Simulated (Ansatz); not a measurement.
# SnGe2: the cost of one run

Computed with Ansatz 0.2.0 (DFT PBE, scalar-relativistic, plane waves, PAW, unless a step's input says otherwise).

## Step 1: The system as given

The structure is cubic, space group F-43m (No. 216). Conventional cell: a = 6.272 Å, b = 6.272 Å, c = 6.272 Å, α = 90.00°, β = 90.00°, γ = 90.00°. Around Sn (site symmetry -43m) lie 4 Ge at 2.72 Å. Ge (site symmetry -43m) is surrounded by 4 Sn at 2.72 Å and 4 Ge at 2.72 Å. Around Ge (site symmetry -43m) lie 4 Ge at 2.72 Å.

Coordinates:

```
CELL_PARAMETERS angstrom
0.00000 3.13578 3.13578
3.13578 0.00000 3.13578
3.13578 3.13578 0.00000
ATOMIC_POSITIONS crystal
Sn 0.00000 0.00000 0.00000
Ge 0.25000 0.25000 0.25000
Ge 0.50000 0.50000 0.50000
```

A structure generator made this guess: species swapped into a database cell of Cu2Se (F-43m, No. 216), with Ge on the Cu sites and Sn on the Se sites. Its size is a rough estimate.

## Step 2: A first look at the guess

File input.yaml:

```yaml
crystal:
  lattice:
    - [0.0, 3.13578422, 3.13578422]
    - [3.13578422, 0.0, 3.13578422]
    - [3.13578422, 3.13578422, 0.0]
  atoms:
    - { symbol: Sn, position: [0.0, 0.0, 0.0] }
    - { symbol: Ge, position: [0.25, 0.25, 0.25] }
    - { symbol: Ge, position: [0.5, 0.5, 0.5] }
basis:
  ecutwfc: 420
kpoints:
  mp_grid: { grid: [6, 6, 6] }
hamiltonian:
  xc: pbe
scf:
  occupations: { method: gaussian, width: 0.1 }
  lower_state_search: "off"
output:
  forces: true
  stress: true
  eigenvalues: true
```

Command:

```console
$ ansatz run input.yaml --threads 1 --pin off --max-ram 2560MiB --backend cpu --events-out ev --progress --plain --runs-dir out
```

Q: Estimate wall time and peak memory on 1 thread of Intel Xeon at 2.50GHz (Skylake/Cascade Lake), shared host.

About 4.7 s, with a peak of 0.36 GiB.
